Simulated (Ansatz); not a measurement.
# CHFOSi (SMILES O[Si]#CF): single points off equilibrium

One table from this session's results is given with a row withheld; the runs are named, their logs left out.

The runs use Ansatz 0.2.0, Gaussian basis; single points in def2-TZVPP.

Correlated methods freeze the cores.

## The system as given

SMILES `O[Si]#CF`, 5 atoms, charge 0, spin multiplicity 1.

Atoms are counted from 1 here; the program's logs count them from 0.

Bond lengths: O1–Si2 1.583 Å, O1–H5 0.936 Å, Si2–C3 1.765 Å, C3–F4 1.366 Å. Angles: Si2–O1–H5 132.9°, O1–Si2–C3 162.3°, Si2–C3–F4 122.9°.

Coordinates:

```
O    -1.1964    1.1682   -0.2821
Si   -0.1248    0.0478    0.0362
C     1.3851   -0.7642    0.4542
F     1.4384   -2.0623    0.8771
H    -1.4348    1.6173   -1.0679
```

The first run:

File run/in.yaml:

```yaml
crystal:
  periodic: [false, false, false]
  atoms:
    - {symbol: O, position_ang: [-1.196400, 1.168200, -0.282100]}
    - {symbol: Si, position_ang: [-0.124800, 0.047800, 0.036200]}
    - {symbol: C, position_ang: [1.385100, -0.764200, 0.454200]}
    - {symbol: F, position_ang: [1.438400, -2.062300, 0.877100]}
    - {symbol: H, position_ang: [-1.434800, 1.617300, -1.067900]}
basis:
  gaussian: {orbitals: def2-TZVPP}
correlation: {method: ccsd_t}
output: {forces: true}
```

Run with:

```
$ ansatz run in.yaml --threads 4 --pin off --events-out ev --progress --plain --max-ram 5222MiB
```

Among the steps run: CCSD(T)/def2-TZVPP; PBE0-D4/def2-TZVPP; wB97M-V/def2-TZVPP; r2SCAN-D4/def2-TZVPP; PBE-D4/def2-TZVPP; BHLYP-D4/def2-TZVPP; B97M-V/def2-TZVPP.

One table of the session follows, with a row left open; its other results are not shown here.

```
   method  RMS force component (eV/Å)  angle to CCSD(T) forces (°)  dipole (D)
  CCSD(T)                       0.958                    reference        4.18
  PBE0-D4                       0.987                         14.7        4.32
  wB97M-V                       0.957                         11.2        4.45
r2SCAN-D4                       0.963                          8.5        4.18
   PBE-D4                           ?                            ?           ?
 BHLYP-D4                       0.947                         23.9        4.62
   B97M-V                       0.912                         13.1        4.16
```

Estimate the missing values for PBE-D4.

**Answer.** RMS force component (eV/Å): 1.046; angle to CCSD(T) forces (°): 10.7; dipole (D): 3.97. In the column «RMS force component (eV/Å)» it is the highest.

Limits of these values: CCSD(T) in triple zeta still lacks some correlation energy of the bonds, so part of these gaps is its own basis error and they don't rank the functionals.
